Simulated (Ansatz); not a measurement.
# CH4CoO+ (triplet): energies up the ladder

Wanted for CH4CoO+ (triplet): energies up the ladder. Charge +1. Spin multiplicity 3.

Method: the levels named in each step, in Ansatz 0.2.0.

### Step 1. The structure to begin with

Bond lengths: C1–O2 1.447 Å, O2–Co3 1.862 Å, C1–H4 1.096 Å, C1–H5 1.088 Å, C1–H6 1.092 Å, O2–H7 0.971 Å. Angles: C1–O2–Co3 123.2°, C1–O2–H7 108.0°, Co3–O2–H7 128.7°, O2–C1–H4 109.8°, O2–C1–H5 109.9°, O2–C1–H6 107.8°, H4–C1–H5 110.2°, H4–C1–H6 109.5°, H5–C1–H6 109.7°.

Structure file:

```xyz
7

C    -1.4256   -1.2091   -0.9829
O    -0.6159   -0.8725    0.1688
Co    0.5547    0.5752    0.2050
H    -1.1617   -2.2104   -1.3420
H    -2.4798   -1.1712   -0.7176
H    -1.2162   -0.4750   -1.7630
H    -0.8007   -1.5219    0.8666
```

### Step 2. A rough first relaxation, PBE-D4/def2-SVP

Contents of input.yaml:

```yaml
crystal:
  periodic: [false, false, false]
  atoms:
    - { symbol: C, position_ang: [-1.42564, -1.20912, -0.98285] }
    - { symbol: O, position_ang: [-0.61593, -0.87254, 0.16881] }
    - { symbol: Co, position_ang: [0.55467, 0.57519, 0.20498] }
    - { symbol: H, position_ang: [-1.1617, -2.21036, -1.342] }
    - { symbol: H, position_ang: [-2.47984, -1.17117, -0.71763] }
    - { symbol: H, position_ang: [-1.21616, -0.47498, -1.76303] }
    - { symbol: H, position_ang: [-0.80067, -1.5219, 0.86657] }
magnetization:
  spin_polarized: true
  initial_magnetization: 2
total_charge: 1
basis:
  gaussian: { orbitals: def2-SVP }
hamiltonian:
  xc: pbe
  dispersion: d4
relax:
  f_tol: 0.03
  max_steps: 200
```

Started as:

```sh
$ ansatz run input.yaml --threads 4 --pin off --max-ram 10240MiB --backend cpu --events-out ev --progress --plain --runs-dir out
```

After this run come: Relaxation, PBE0-D4/def2-TZVPP; Frequencies, PBE0-D4/def2-TZVPP; Single point, PBE-D4/def2-TZVPP; Single point, r2SCAN-D4/def2-TZVPP; Single point, B3LYP-D4/def2-TZVPP; Single point, wB97M-V/def2-TZVPP; Single point, B2PLYP/def2-TZVPP; Single point, LDA/def2-TZVPP; Single point, PBE0-D4/def2-SVP; Single point, PBE-D4/def2-SVP.

Q: Predict the outcome of this session. Wanted: C1–O2 at PBE0-D4/def2-TZVPP; O2–Co3 at PBE0-D4/def2-TZVPP; frequencies at PBE0-D4/def2-TZVPP; energy at PBE-D4/def2-SVP.

The runs gave:

```
                         quantity            value
      C1–O2 at PBE0-D4/def2-TZVPP          1.452 Å
     O2–Co3 at PBE0-D4/def2-TZVPP          1.937 Å
frequencies at PBE0-D4/def2-TZVPP  24 to 3852 cm⁻¹
        energy at PBE-D4/def2-SVP    -40750.708 eV
```

**Reading.** No mode is imaginary, so the geometry is a minimum. These totals serve in differences with atoms or fragments at the same level; alone they don't rank the methods. <S²> exceeds the pure value by up to 0.15: some mean fields break spin symmetry, which blurs their results.
